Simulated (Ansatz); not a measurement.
# Cl2FH3OSi: the cost of one run

Method: RKS B3LYP-D4/def2-SVP, in Ansatz 0.2.0.

## Step 1: The structure to begin with

Bond lengths: Si1–F2 2.003 Å, Si1–Cl3 2.003 Å, Si1–Cl4 2.041 Å, Si1–H5 1.437 Å, Si1–O7 2.065 Å, O7–H8 0.955 Å. Angles: F2–Si1–Cl3 87.1°, F2–Si1–Cl4 158.6°, F2–Si1–H5 83.7°, F2–Si1–O7 67.7°, Cl3–Si1–Cl4 102.7°, Cl3–Si1–H5 126.8°, Cl3–Si1–O7 118.9°, Cl4–Si1–H5 104.6°, Cl4–Si1–O7 91.0°, H5–Si1–O7 105.4°, Si1–O7–H8 114.4°.

As a file:

```xyz
8

Si   -0.6969    0.2820   -0.0475
F    -0.1458   -1.6068   -0.4240
Cl   -0.9597    0.4909   -2.0218
Cl   -0.5454    2.2152    0.5908
H    -1.6025   -0.3357    0.8812
H     0.8604   -1.2393    0.1230
O     1.1934   -0.1406    0.6683
H     1.8964    0.3344    0.2299
```

## Step 2: A restrained relaxation towards end A

Springs on the bonds that form and break draw the guess towards this end; the thresholds are loose.

input.yaml reads:

```yaml
crystal:
  periodic: [false, false, false]
  atoms:
    - { symbol: Si, position_ang: [-0.6969, 0.282, -0.0475] }
    - { symbol: F, position_ang: [-0.1458, -1.6068, -0.424] }
    - { symbol: Cl, position_ang: [-0.9597, 0.4909, -2.0218] }
    - { symbol: Cl, position_ang: [-0.5454, 2.2152, 0.5908] }
    - { symbol: H, position_ang: [-1.6025, -0.3357, 0.8812] }
    - { symbol: H, position_ang: [0.8604, -1.2393, 0.123] }
    - { symbol: O, position_ang: [1.1934, -0.1406, 0.6683] }
    - { symbol: H, position_ang: [1.8964, 0.3344, 0.2299] }
basis:
  gaussian: { orbitals: def2-SVP }
hamiltonian:
  xc: b3lyp
  dispersion: d4
relax:
  f_tol: 0.15
  max_steps: 25
  restrain:
    - { distance: [0, 6], at: 3.07, k: 30.0 }
    - { distance: [5, 1], at: 2.18, k: 30.0 }
    - { distance: [0, 1], at: 1.68, k: 30.0 }
    - { distance: [5, 6], at: 0.97, k: 30.0 }
```

The run is started by

```console
$ ansatz run input.yaml --threads 2 --pin off --max-ram 3072MiB --backend cpu --events-out ev --progress --plain --runs-dir out
```

**Question.** How long does this run take on 2 threads of Arm Neoverse V1, shared host, and how much memory does it need?

About 37 s, with a peak of 0.21 GiB.
